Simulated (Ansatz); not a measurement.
# TiC: stress in a strained cell

TiC is deformed so: zz strain of +1 %. What stress and forces result, by LAPW, PAW and all-electron datasets made for the crystal?

Method: DFT PBEsol, scalar-relativistic, in Ansatz 0.2.0.

**1. Starting point**

Symmetry: Fm-3m, No. 225, cubic system. The conventional cell has a = 4.328 Å, b = 4.328 Å, c = 4.328 Å, α = 90.00°, β = 90.00°, γ = 90.00°. Ti (site symmetry m-3m) has 6 C at 2.16 Å as nearest neighbours. C (site symmetry m-3m) is surrounded by 6 Ti at 2.16 Å.

As a file:

```cif
data_structure
_symmetry_space_group_name_H-M 'P 1'
_symmetry_Int_Tables_number 1
_cell_length_a 3.0604
_cell_length_b 3.0604
_cell_length_c 3.0604
_cell_angle_alpha 60.000
_cell_angle_beta 60.000
_cell_angle_gamma 60.000
_cell_volume 20.27
loop_
_atom_site_label
_atom_site_type_symbol
_atom_site_fract_x
_atom_site_fract_y
_atom_site_fract_z
_atom_site_occupancy
Ti1 Ti 0.00000 0.00000 0.00000 1
C1 C 0.50000 0.50000 0.50000 1
```

Atoms are numbered in the order of the input: Ti1, C2.

**2. After the deformation**

Space group Fm-3m before, I4/mmm after.

**3. Full-potential LAPW**

Input file input.yaml:

```yaml
crystal:
  lattice:
    - [0.0, 2.164, 2.18564]
    - [2.164, 0.0, 2.18564]
    - [2.164, 2.164, 0.0]
  atoms:
    - { symbol: Ti, position: [0.0, 0.0, 0.0] }
    - { symbol: C, position: [0.5, 0.5, 0.5] }
kpoints:
  mp_grid: { grid: [14, 14, 14] }
  band_path:
    path:
      - [0.0, 0.0, 0.0]
      - [0.0, 0.5, 0.5]
      - [0.25, 0.75, 0.5]
      - [0.0, 0.5, 0.0]
      - [0.0, 0.0, 0.0]
      - [0.5, 0.5, 0.0]
      - [0.3725370062, 0.6274629938, 0.0]
      - [-0.3725370062, 0.3725370062, 0.0]
      - [0.0, 0.0, 0.0]
    npoints: 5
scf:
  occupations: { method: fermi_dirac, width: 0.03 }
hamiltonian:
  xc: pbesol
  pseudopotentials: { kind: all_electron, lapw: { basis_error: 0.00025 } }
output:
  forces: true
  stress: true
  eigenvalues: true
```

On the command line:

```console
> ansatz run input.yaml --threads 1 --pin off --max-ram 3072MiB --backend cpu --events-out ev --progress --plain --runs-dir out
```

Standard output, shortened:

```text
LAPW: plane waves up to 9.773 Å⁻¹, error target 2.5e-4 eV per atom; small_component_spin mean_spin; C in spheres of 0.946 Å, 6 of its electrons in bands, Dirac shells []; Ti in spheres of 1.218 Å, 18 of its electrons in bands, Dirac shells []
[...]
Pseudopotentials: kind: all_electron
Pseudopotential: Ti, LAPW, valence charge 18, Koelling and Harmon's equation, gaussian nucleus
Pseudopotential: C, LAPW, valence charge 6, Koelling and Harmon's equation, gaussian nucleus
Functional definition: PBEsol
[...]
Crystal: 2 atoms, lattice volume = 20.470 Å³
Basis set: ecut = 363.86308502106243 eV, 331 PW (Γ), exchange–correlation at level 2
Bands: 16, of which v1, the nominal top of the filled ones, is band 12 counted from 1 (11 counted from 0)
Symmetry: 16 space group operations
Space group: I4/mmm (ITA 139), of the structure as read, at distance tolerance 2.7e-5 Å
k-points: 244 of 2744
[...]
SCF iter   1: F=—  HF=-24244.220147 eV  |F-HF|=—  |Δ(HF+E_count)|=         —  Δρ=1.53e-1  dr2=5.99e0  ethr=2.50e-2  ⟨swp⟩=2.0  Hψ=24427  notcnv=0
[...]
the basis was enlarged: its passes take 199.5 KiB over the memory plan, 1 of 1 planned eigensolver slots
[...]
SCF iter   8: F=-24242.005473 eV  HF=-24242.005473 eV  |F-HF|=7.07e-8  |Δ(HF+E_count)|=   4.45e-7  Δρ=1.04e-5  dr2=2.59e-8  ethr=1.32e-9  ⟨swp⟩=2.0  Hψ=11180  notcnv=0
[...]
NSCF: frozen V_eff on 41 k-points
SCF converged after 8 iterations
Free energy (F): -24242.005473 eV
[...]
E sigma→0 (E₀):  -24242.005002 eV
Entropy (-TS):   -0.000942 eV (-0.471 meV/atom)
Fermi energy:    14.881219 eV
[...]
--- Forces (eV/Å), atoms counted from 1 ---
  atom   1  Ti     0.00000000     0.00000000     0.00000000
  atom   2  C     -0.00000000    -0.00000000    -0.00000000
[...]
--- Stress (GPa, compression-positive) ---
       -7.338396       0.000000      -0.000000
        0.000000      -7.338396      -0.000000
       -0.000000      -0.000000     -10.881895
  P = ⅓ Tr σ = -8.5196 GPa (-85.196 kbar)
--- Band table (eV; the first three rows and the last of 244) ---
  k-point 0: bands = ["-422.9209", "-422.9117", "-422.9117", "-248.4850", "-41.4219", "-17.5732", "-17.5604", "-17.5604", "2.5504", "15.5081", "15.5822", "15.5822", "16.5585", "16.5724", "16.5941", "16.5941"]
[...]
```

It took 40 s on 1 thread of Arm Neoverse V1, shared host; peak memory 0.67 GiB.

This run gives: pressure -8.52 GPa; no gap.

**4. PAW on the default files**

Input file input.yaml:

```yaml
crystal:
  lattice:
    - [0.0, 2.164, 2.18564]
    - [2.164, 0.0, 2.18564]
    - [2.164, 2.164, 0.0]
  atoms:
    - { symbol: Ti, position: [0.0, 0.0, 0.0] }
    - { symbol: C, position: [0.5, 0.5, 0.5] }
kpoints:
  mp_grid: { grid: [14, 14, 14] }
scf:
  occupations: { method: fermi_dirac, width: 0.03 }
hamiltonian:
  xc: pbesol
  pseudopotentials: { kind: paw }
output:
  forces: true
  stress: true
  eigenvalues: true
  efg: { contact_densities: true }
  write_density: true
  write_potential: true
  elf: true
  volumetric_format: npy
```

On the command line:

```console
> ansatz run input.yaml --threads 1 --pin off --max-ram 3072MiB --backend cpu --events-out ev --progress --plain --runs-dir out
```

Standard output, shortened:

```text
[...]
Pseudopotentials: kind: paw
Pseudopotential: Ti, paw, valence charge 12, recommended cutoff 420 eV (normal)
Pseudopotential: C, paw, valence charge 4, recommended cutoff 420 eV (normal)
Functional definition: PBEsol
[...]
Crystal: 2 atoms, lattice volume = 20.470 Å³
Basis set: ecut = 420 eV, 411 PW (Γ), exchange–correlation on 48×48×48 points (8 copies of the dense FFT grid, shifted against one another)
Bands: 12, of which v1, the nominal top of the filled ones, is band 8 counted from 1 (7 counted from 0)
Symmetry: 16 space group operations
Space group: I4/mmm (ITA 139), of the structure as read, at distance tolerance 2.7e-5 Å
k-points: 244 of 2744
[...]
SCF iter   1: F=—  HF=-2722.405087 eV  |F-HF|=—  |Δ(HF+E_count)|=         —  Δρ=1.03e-2  dr2=2.45e-2  ethr=1.77e-3  ⟨swp⟩=4.3  Hψ=13948  notcnv=0
[...]
Fermi energy:    14.443334 eV
[...]
--- Forces (eV/Å), atoms counted from 1 ---
  atom   1  Ti     0.00000000     0.00000000     0.00000000
  atom   2  C     -0.00000000    -0.00000000     0.00000000
[...]
--- Stress (GPa, compression-positive) ---
       -7.303926       0.000000      -0.000000
        0.000000      -7.303926      -0.000000
       -0.000000      -0.000000     -10.846965
  P = ⅓ Tr σ = -8.4849 GPa (-84.849 kbar)
--- PAW observables at the nuclei: V_zz in 10²¹ V/m², potentials from the cell's mean, atoms counted from 1 ---
  atom   1  Ti V_zz =    +0.824846   η = 0.0000   by run symmetry: allowed
            electrostatic potential = -2532.624425 V   contact ρ = 56639.811300 e/Å³
  atom   2  C  V_zz =    +0.121385   η = 0.0000   by run symmetry: allowed
            electrostatic potential = -421.703980 V   contact ρ = 862.783928 e/Å³
--- Band table (eV; the first three rows and the last of 244) ---
  k-point 0: bands = ["-41.8594", "-18.0088", "-17.9961", "-17.9961", "2.1117", "15.0705", "15.1445", "15.1445", "16.1201", "16.1369", "16.1556", "16.1556"]
[...]
```

Run time: 6.1 s. Hardware: 1 thread of Arm Neoverse V1, shared host; peak memory 0.38 GiB.

This run gives: pressure -8.48 GPa; no gap; Vzz Ti1 0.82 (η = 0.00), C2 0.12 (η = 0.00) (10²¹ V/m²).

The fields are shown in the conventional cell of this run's space group, carried over from its grid by interpolation.

Density in a lattice plane of the grid's cell (edges 3.06 and 4.37 Å, at 0.000 of the third edge), which holds Ti and C.

Values in e/Å³, 12 rows by 8 columns:
```
 7.72  4.70  0.72  0.21  0.18  0.21  0.72  4.70
 2.05  1.07  0.27  0.16  0.15  0.16  0.27  1.07
 0.53  0.40  0.23  0.15  0.13  0.15  0.23  0.40
 0.88  0.68  0.36  0.20  0.15  0.20  0.36  0.68
 1.61  1.30  0.61  0.27  0.19  0.27  0.61  1.30
 1.64  1.62  0.77  0.31  0.21  0.31  0.77  1.62
 1.61  1.30  0.61  0.27  0.19  0.27  0.61  1.30
 0.88  0.68  0.36  0.20  0.15  0.20  0.36  0.68
 0.53  0.40  0.23  0.15  0.13  0.15  0.23  0.40
 2.05  1.07  0.27  0.16  0.15  0.16  0.27  1.07
 7.72  4.70  0.72  0.21  0.18  0.21  0.72  4.70
10.11  7.53  1.30  0.25  0.21  0.25  1.30  7.53
```
Columns run along the first of these edges and rows up along the second, over one cell in 8 and 12 even steps from the bottom left corner. Atoms in the plane (fractional): Ti at (0.00, 0.00), C at (0.00, 0.50).

ELF in the same plane.

Ten even steps from '0' (0.00) to '9' (0.80):
```
1367411222114763
6775201222102577
7752101222101257
4321111222111123
4433322222223334
7777653222356777
9999874323478999
7799985323589997
1379986323689973
0169986323689961
1379986323689973
7799985323589997
9999874323478999
7777653222356777
4433322222223334
4321111222111123
7752101222101257
6775201222102577
1367411222114763
0057511222115750
```
Columns run along the first of these edges and rows up along the second, over one cell in 16 and 20 even steps from the bottom left corner. Atoms in the plane (fractional): Ti at (0.00, 0.00), C at (0.00, 0.50).

Both are smooth fields of the valence electrons: close to the nuclei they are not physical.

Maxima of ELF outside the ion cores: 0.80 in the shell around C, 0.8 Å from C.

**5. All-electron PAW on datasets made for the crystal**

Changes to input.yaml since step 4:

```diff
@@ -14,3 +14,3 @@
   xc: pbesol
-  pseudopotentials: { kind: paw }
+  pseudopotentials: { kind: all_electron, datasets: crystal }
 output:
@@ -20,5 +20 @@
   efg: { contact_densities: true }
-  write_density: true
-  write_potential: true
-  elf: true
-  volumetric_format: npy
```

On the command line:

```console
> ansatz run input.yaml --threads 1 --pin off --max-ram 3072MiB --backend cpu --events-out ev --progress --plain --runs-dir out
```

Standard output, shortened:

```text
[...]
Pseudopotentials: kind: all_electron
Pseudopotential: Ti, paw, valence charge 12, recommended cutoff 340 eV (normal), Koelling and Harmon's equation, gaussian nucleus
Pseudopotential: C, paw, valence charge 4, recommended cutoff 340 eV (normal), Koelling and Harmon's equation, gaussian nucleus
Functional definition: PBEsol
[...]
Crystal: 2 atoms, lattice volume = 20.470 Å³
Basis set: ecut = 340 eV, 283 PW (Γ), exchange–correlation on 40×40×40 points (8 copies of the dense FFT grid, shifted against one another)
Bands: 12, of which v1, the nominal top of the filled ones, is band 8 counted from 1 (7 counted from 0)
Symmetry: 16 space group operations
Space group: I4/mmm (ITA 139), of the structure as read, at distance tolerance 2.7e-5 Å
k-points: 244 of 2744
[...]
--- Forces (eV/Å), atoms counted from 1 ---
  atom   1  Ti     0.00000000     0.00000000     0.00000000
  atom   2  C     -0.00000000    -0.00000000    -0.00000000
[...]
--- Stress (GPa, compression-positive) ---
       -7.336573       0.000000      -0.000000
        0.000000      -7.336573      -0.000000
       -0.000000      -0.000000     -10.879308
  P = ⅓ Tr σ = -8.5175 GPa (-85.175 kbar)
--- PAW observables at the nuclei: V_zz in 10²¹ V/m², potentials from the cell's mean, atoms counted from 1 ---
  atom   1  Ti V_zz =    +0.822180   η = 0.0000   by run symmetry: allowed
            electrostatic potential = -2531.106506 V   contact ρ = 56686.794637 e/Å³
  atom   2  C  V_zz =    +0.119692   η = 0.0000   by run symmetry: allowed
            electrostatic potential = -420.935916 V   contact ρ = 862.931216 e/Å³
--- Band table (eV; the first three rows and the last of 244) ---
  k-point 0: bands = ["-41.4219", "-17.5732", "-17.5605", "-17.5605", "2.5504", "15.5080", "15.5821", "15.5821", "16.5585", "16.5724"]
[...]
```

Wall time 19 s (1 thread of Arm Neoverse V1, shared host); peak memory 0.57 GiB.

Result: pressure -8.52 GPa; no gap; Vzz Ti1 0.82 (η = 0.00), C2 0.12 (η = 0.00) (10²¹ V/m²).

**6. Stress and forces compared**

Stress (GPa, compression positive):

```tsv
method	xx	yy	zz	yz	xz	xy
LAPW	-7.34	-7.34	-10.88	0.00	0.00	0.00
PAW	-7.30	-7.30	-10.85	0.00	0.00	0.00
crystal datasets	-7.34	-7.34	-10.88	0.00	0.00	0.00
```

| method | pressure (GPa) | Vzz Ti1 (10²¹ V/m²) | Vzz C2 (10²¹ V/m²) | SCF cycles, all passes |
| --- | --- | --- | --- | --- |
| LAPW | -8.52 | – | – | 8 |
| PAW | -8.48 | 0.82 | 0.12 | 6 |
| crystal datasets | -8.52 | 0.82 | 0.12 | 9 |

**7. Outcome**

```
                                 quantity                                              value
                                 pressure  LAPW -8.52, PAW -8.48, crystal datasets -8.52 GPa
largest shear or deviatoric stress (LAPW)                                           2.36 GPa
```

In words: The largest part of the stress beyond the pressure is 2.36 GPa in size, in the zz component; the atoms are carried along and not relaxed. No run of the undeformed cell stands beside it, so the pressure holds what the given cell had before the change. PAW: stress within 0.03 GPa of LAPW. Crystal datasets: stress within 0.01 GPa of LAPW.
